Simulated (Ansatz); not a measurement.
**ClGeH₂O+ (SMILES [OH][GeH+][Cl]): one structure at several levels**

An exercise on one series of results from a longer session: the logs are not shown, and one member is left open.

The runs use Ansatz 0.2.0, Gaussian basis; single points in def2-TZVPP.

Correlated methods freeze the cores. Filled d shells of the heavier atoms are correlated. B3LYP uses VWN-RPA correlation.

**The system as given**

SMILES `[OH][GeH+][Cl]`, 5 atoms, charge 1, spin multiplicity 1.

Atoms are counted from 1 here; the program's logs count them from 0.

Bond lengths: O1–Ge2 1.629 Å, O1–H4 0.969 Å, Ge2–Cl3 2.114 Å, Ge2–H5 1.590 Å. Angles: Ge2–O1–H4 131.2°, O1–Ge2–Cl3 120.1°, O1–Ge2–H5 102.7°, Cl3–Ge2–H5 137.2°.

Coordinates:

```xyz
5
ClGeH2O
O    -1.00300    0.36750   -0.39390
Ge    0.47750    0.11760    0.23860
Cl    1.18720   -1.85250    0.52530
H    -1.71820   -0.25000   -0.60660
H     1.01570    1.59700    0.46490
```

Set-up of the first run:

run/in.yaml reads:

```yaml
crystal:
  periodic: [false, false, false]
  atoms:
    - {symbol: O, position_ang: [-1.003000, 0.367500, -0.393900]}
    - {symbol: Ge, position_ang: [0.477500, 0.117600, 0.238600]}
    - {symbol: Cl, position_ang: [1.187200, -1.852500, 0.525300]}
    - {symbol: H, position_ang: [-1.718200, -0.250000, -0.606600]}
    - {symbol: H, position_ang: [1.015700, 1.597000, 0.464900]}
basis:
  gaussian: {orbitals: def2-TZVPP}
total_charge: 1
correlation: {method: ccsd_t}
output: {forces: true}
```

The command line of these runs was not kept.

Steps of the session up to this table: CCSD(T)/def2-TZVPP; PBE0-D4/def2-TZVPP; wB97M-V/def2-TZVPP; r2SCAN-D4/def2-TZVPP; PBE-D4/def2-TZVPP; revPBE-D4/def2-TZVPP; B3LYP-D4/def2-TZVPP.

One table of the session follows, with a row left open; its other results are not shown here.

```
   method  RMS force component (eV/Å)  angle to CCSD(T) forces (°)
  CCSD(T)                       1.217                    reference
  PBE0-D4                       1.183                          2.4
  wB97M-V                       1.227                          2.0
r2SCAN-D4                       1.196                          1.9
   PBE-D4                       1.304                         11.6
revPBE-D4                           ?                            ?
 B3LYP-D4                       1.247                          5.8
```

Q: Estimate the row for revPBE-D4 from the others.

**Answer.** RMS force component (eV/Å): 1.363; angle to CCSD(T) forces (°): 12.6. In the column «RMS force component (eV/Å)» it is the highest.
